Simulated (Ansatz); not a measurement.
**Ge₂+ (doublet): from Hartree-Fock to the top rungs, cc-pVDZ**

Aim: climb from Hartree-Fock through coupled cluster and multireference methods for Ge₂+ (doublet) at one geometry and basis, and see what each rung misses.

Method: cc-pVDZ, core rule «outside noble gas», up to 28 orbitals frozen; program: Ansatz 0.2.0, Gaussian basis.

To be run: UHF; CCSD(T) on ROHF; CCSD(T) on UHF; BCCD(T) on ROHF; CISD; CCSDT(Q) on ROHF; CCSDT(Q) on UHF; CISDTQ; CCSDTQ on ROHF; CCSDTQ on UHF; CASSCF and MRCISD+Q, 7 electrons in 8 orbitals; CASSCF and NEVPT2, 7 electrons in 8 orbitals; Full CI.

6 further runs of the same task are left out: 6 set aside as unsound or not needed.

## (1) The system

The geometry is a PBE0/def2-TZVP stationary point (not a proven minimum) of the parent state, kept for this charge and spin. No spin-orbit coupling is included. The filled d shell of Ge may be among the frozen orbitals whatever the setting's name suggests; the logs give the count.

2 atoms, charge 1, spin multiplicity 2.

Atoms are counted from 1 here; the program's logs count them from 0.

Bond lengths: Ge1–Ge2 2.383 Å.

## (2) UHF

in.yaml reads:

```yaml
crystal:
  periodic: [false, false, false]
  atoms:
    - {symbol: Ge, position_ang: [0.000000, 0.000000, 0.000000]}
    - {symbol: Ge, position_ang: [0.000000, 0.000000, 2.383102]}
basis:
  gaussian: {orbitals: cc-pVDZ}
total_charge: 1
magnetization: {spin_polarized: true, initial_magnetization: 1}
hamiltonian: {xc: hf}
output: {orbitals: {seedname: orbitals}}
```

On the command line:

```
ansatz run in.yaml --threads 1 --pin off --events-out ev --progress --plain --max-ram 4096MiB --backend cpu
```

After this run come: CCSD(T) on ROHF; CCSD(T) on UHF; BCCD(T) on ROHF; CISD; CCSDT(Q) on ROHF; CCSDT(Q) on UHF; CISDTQ; CCSDTQ on ROHF; CCSDTQ on UHF; CASSCF and MRCISD+Q, 7 electrons in 8 orbitals; CASSCF and NEVPT2, 7 electrons in 8 orbitals; Full CI.

**Question.** What will the summary of the whole plan be? Wanted: FCI below the RHF energy; RMP2 from FCI; RCCSD from FCI; RCCSD(T) from FCI; RCCSDT(Q) from FCI; T1 diagnostic; effectively unpaired electrons.

The runs gave:

```
                         quantity                               value
         FCI below the RHF energy                          -3.8205 eV
                    RMP2 from FCI                     +24.76 kcal/mol
                   RCCSD from FCI                      +4.28 kcal/mol
                RCCSD(T) from FCI                      +1.51 kcal/mol
               RCCSDT(Q) from FCI                      +0.12 kcal/mol
levels within 1 kcal/mol (43 meV)  RCCSDT, CISDTQ, RCCSDT(Q), RCCSDTQ
                    T1 diagnostic                               0.017
   effectively unpaired electrons                                1.40
```

RCCSD(T) lands +1.51 kcal/mol from the yardstick (1.7 % of the correlation energy). The occupations show some static correlation. Coupled cluster took another determinant than the lowest Hartree-Fock one. These misses are within one basis, not against nature.
